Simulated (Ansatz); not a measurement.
# BSiN2H5 (SMILES N[SiH]1BN1): PBE/cc-pVDZ

What is the vertical ionisation energy of BSiN2H5 at PBE/cc-pVDZ? 

The calculation is run with Ansatz 0.2.0.

61 further runs of the same task are left out: 61 set aside as unsound or not needed.

### 1 The system as given

BSiN2H5: 9 atoms, total charge 0, spin state singlet. As SMILES, `N[SiH]1BN1`. Geometry: relaxed at PBE0-D4/def2-TZVP. This is one conformer, not always the lowest.

Bond lengths: N1–Si2 1.702 Å, Si2–B3 1.914 Å, Si2–N4 1.755 Å, B3–N4 1.389 Å, N1–H5 1.006 Å, N1–H6 1.005 Å, Si2–H7 1.482 Å, B3–H8 1.190 Å, N4–H9 1.011 Å. Some angles: N1–Si2–B3 127.2°, N1–Si2–N4 121.8°, B3–Si2–N4 44.2°, Si2–B3–N4 61.8°, Si2–N4–B3 74.0°, N1–Si2–H7 105.5°, B3–Si2–H7 127.1°, N4–Si2–H7 113.4°, Si2–N1–H5 122.6°, Si2–N1–H6 123.2°.

### 2 The energy at PBE/cc-pVDZ

Input file input.yaml:

```yaml
crystal:
  periodic: [false, false, false]
  atoms:
    - {symbol: N, position_ang: [-0.637800, 1.588100, 0.218200]}
    - {symbol: Si, position_ang: [0.258900, 0.175500, 0.530500]}
    - {symbol: B, position_ang: [-0.233900, -1.625800, 0.110200]}
    - {symbol: "N", position_ang: [0.650500, -0.971600, -0.738400]}
    - {symbol: H, position_ang: [-0.221300, 2.503300, 0.212900]}
    - {symbol: H, position_ang: [-1.561800, 1.577300, -0.177300]}
    - {symbol: H, position_ang: [1.441200, 0.620900, 1.305200]}
    - {symbol: H, position_ang: [-0.741300, -2.702400, 0.114400]}
    - {symbol: H, position_ang: [1.134000, -1.211600, -1.592900]}
basis:
  gaussian: {orbitals: cc-pVDZ}
hamiltonian: {xc: pbe}
accuracy: high
output: {orbitals: {seedname: orbitals}}
```

Command:

```console
$ ansatz run input.yaml --threads 1 --pin off --max-ram 3480MiB --events-out events.jsonl --progress --plain --runs-dir runs
```

Standard output:

```text
Warning: RAYON_NUM_THREADS=1 ignored (pool sized by the plan → 1); use --threads N
Functional definition: PBE
  name "PBE"
  parameter kappa = 0.804
  parameter beta = 0.06672455060314922
  exchange = pbe_x(kappa = kappa, mu = beta*pi^2/3)
  correlation = pbe_c(beta = beta)
1994 factors; integrals over basis functions are off by at most 3.8e-9 eV
mean field evaluation 1: about -11593.1886 eV, gradient 8.1e1 eV
mean field evaluation 2: about -11552.6918 eV, gradient 1.4e2 eV
mean field evaluation 4: about -11606.3048 eV, gradient 1.6e1 eV
mean field evaluation 8: about -11606.9088 eV, gradient 3.5e-1 eV
mean field evaluation 16: about -11606.9092 eV, gradient 5.8e-6 eV
mean field -11606.90922402 eV, -426.5460465372 hartree, gradient 6.9e-8 eV, S^2 0.000000; 0 other end points of the search recorded, 0 dependent functions left out
reference -11606.90922745 eV, -426.5460466632 hartree; 19, 19 occupied and 66, 66 virtual orbitals, 1994 factors
Total energy: -11606.90922745 eV, -426.5460466632 hartree
```

It took 6.3 s on 1 thread of Arm Neoverse V1, shared host; peak memory 0.22 GiB.

### 3 The doublet cation, same level

Input file job.yaml:

```yaml
basis:
  gaussian: {orbitals: cc-pVDZ}
crystal:
  periodic: [false, false, false]
  atoms:
    - {symbol: N, position_ang: [-0.637800, 1.588100, 0.218200]}
    - {symbol: Si, position_ang: [0.258900, 0.175500, 0.530500]}
    - {symbol: B, position_ang: [-0.233900, -1.625800, 0.110200]}
    - {symbol: N, position_ang: [0.650500, -0.971600, -0.738400]}
    - {symbol: H, position_ang: [-0.221300, 2.503300, 0.212900]}
    - {symbol: H, position_ang: [-1.561800, 1.577300, -0.177300]}
    - {symbol: H, position_ang: [1.441200, 0.620900, 1.305200]}
    - {symbol: H, position_ang: [-0.741300, -2.702400, 0.114400]}
    - {symbol: H, position_ang: [1.134000, -1.211600, -1.592900]}
total_charge: 1
magnetization: {spin_polarized: true, initial_magnetization: 1}
hamiltonian: {xc: pbe}
accuracy: high
output: {orbitals: {seedname: orbitals}}
```

Command:

```console
$ ansatz run job.yaml --threads 1 --pin off --max-ram 3480MiB --events-out events.jsonl --progress --plain --runs-dir runs
```

Standard output, cut to the lines that bear on the results:

```text
Warning: RAYON_NUM_THREADS=1 ignored (pool sized by the plan → 1); use --threads N
[... 6 set-up lines as earlier in the session ...]
1993 factors; integrals over basis functions are off by at most 3.8e-9 eV
mean field evaluation 1: about -11574.3166 eV, gradient 7.7e1 eV
mean field evaluation 2: about -11473.9566 eV, gradient 1.4e2 eV
mean field evaluation 4: about -11593.8698 eV, gradient 2.5e1 eV
mean field evaluation 8: about -11598.5435 eV, gradient 3.0e-1 eV
mean field evaluation 16: about -11598.5404 eV, gradient 3.9e-4 eV
mean field evaluation 32: about -11597.0555 eV, gradient 9.8e-1 eV
mean field -11598.54042798 eV, -426.2384989551 hartree, gradient 2.7e-8 eV, S^2 0.753317; 2 other end points of the search recorded, 0 dependent functions left out
reference -11598.54043160 eV, -426.2384990883 hartree; 19, 18 occupied and 66, 67 virtual orbitals, 1993 factors
Total energy: -11598.54043160 eV, -426.2384990883 hartree
```

It took 11 s on 1 thread of Arm Neoverse V1, shared host; peak memory 0.28 GiB.

### 4 Summary of results

Level: PBE/cc-pVDZ.

| quantity | value |
| --- | --- |
| singlet BSiN2H5: total energy | -426.54605 Eh |
| singlet BSiN2H5: HOMO energy | -5.19 eV |
| singlet BSiN2H5: LUMO energy | -0.82 eV |
| singlet BSiN2H5: HOMO–LUMO gap | 4.37 eV |
| doublet cation: total energy | -426.23850 Eh |
| doublet cation: HOMO energy (highest over α and β) | -12.49 eV |
| doublet cation: LUMO energy (lowest over α and β) | -11.54 eV |
| doublet cation: ⟨S²⟩ | 0.753 |
| vertical ionisation energy (to the doublet cation) | 8.369 eV |

What this shows: The vertical ionisation energy comes to 8.37 eV (193 kcal/mol). The negative HOMO energy of the first species, 5.19 eV, lies 3.18 eV below that difference.
